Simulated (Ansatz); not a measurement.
# C2H7AlSSi: small, medium and large basis sets

An exercise on one series of results from a longer session: the logs are not shown, and one member is left open.

Method: one geometry, several basis sets; program: Ansatz 0.2.0, Gaussian basis.

Plan: PBE0-D4/def2-SVP; ωB97M-V/def2-SVP; PBE0-D4/def2-QZVPP; ωB97M-V/def2-QZVPP; the functionals' def2-TZVPP values are taken from earlier runs.

## The relaxed structure

All runs share one geometry, relaxed beforehand with PBE0-D4 in a triple-zeta def2 set.

12 atoms, charge 0, spin multiplicity 1.

Atoms are counted from 1 here; the program's logs count them from 0.

Bond lengths: Al1–C2 1.914 Å, Al1–H6 1.586 Å, Al1–H7 1.589 Å, C2–C3 1.541 Å, C2–Si4 1.876 Å, C2–H8 1.090 Å, C3–Si4 1.834 Å, C3–H9 1.086 Å, C3–H10 1.086 Å, Si4–S5 2.117 Å, Si4–H11 1.480 Å, S5–H12 1.345 Å. Angles: C2–Al1–H6 118.9°, C2–Al1–H7 119.1°, H6–Al1–H7 121.8°, Al1–C2–C3 127.2°, Al1–C2–Si4 107.8°, Al1–C2–H8 116.5°, C3–C2–Si4 64.0°, C3–C2–H8 114.5°, Si4–C2–H8 110.9°, C2–C3–Si4 66.9°, C2–C3–H9 115.8°, C2–C3–H10 116.7°, Si4–C3–H9 117.7°, Si4–C3–H10 119.0°, H9–C3–H10 113.2°, C2–Si4–C3 49.1°, C2–Si4–S5 116.4°, C2–Si4–H11 118.8° and more.

The first run:

File in.yaml:

```yaml
crystal:
  periodic: [false, false, false]
  atoms:
    - {symbol: Al, position_ang: [-0.042979, 0.734260, 2.081955]}
    - {symbol: C, position_ang: [-0.499514, 0.707820, 0.223688]}
    - {symbol: C, position_ang: [0.455057, 0.883930, -0.973507]}
    - {symbol: Si, position_ang: [0.193147, -0.871719, -0.513308]}
    - {symbol: S, position_ang: [-1.175545, -2.099968, -1.561604]}
    - {symbol: H, position_ang: [-1.193613, 0.536063, 3.155994]}
    - {symbol: H, position_ang: [1.486479, 0.838273, 2.501909]}
    - {symbol: H, position_ang: [-1.555808, 0.820383, -0.019191]}
    - {symbol: H, position_ang: [-0.000385, 1.238167, -1.893029]}
    - {symbol: H, position_ang: [1.417296, 1.344554, -0.767993]}
    - {symbol: H, position_ang: [1.258480, -1.591722, 0.218862]}
    - {symbol: H, position_ang: [-0.265713, -2.595241, -2.419876]}
basis:
  gaussian: {orbitals: def2-SVP}
hamiltonian: {xc: pbe0, dispersion: d4}
output: {orbitals: {seedname: orbitals}}
```

Steps of the session up to this table: PBE0-D4 in def2-SVP; ωB97M-V in def2-SVP; PBE0-D4 in def2-QZVPP; ωB97M-V in def2-QZVPP.

One table of the session follows, with a row left open; its other results are not shown here.

It belongs to the step «Functionals by basis». 

| functional | basis | HOMO (eV) |
| --- | --- | --- |
| PBE0-D4 | def2-SVP | -6.75 |
| PBE0-D4 | def2-TZVPP | -6.75 |
| PBE0-D4 | def2-QZVPP | -6.76 |
| ωB97M-V | def2-SVP | -8.78 |
| ωB97M-V | def2-TZVPP | -8.81 |
| ωB97M-V | def2-QZVPP | ? |

Q: Estimate the row for ωB97M-V, def2-QZVPP from the others.

The run gave: HOMO (eV): -8.82. In the column «HOMO (eV)» it is the lowest.
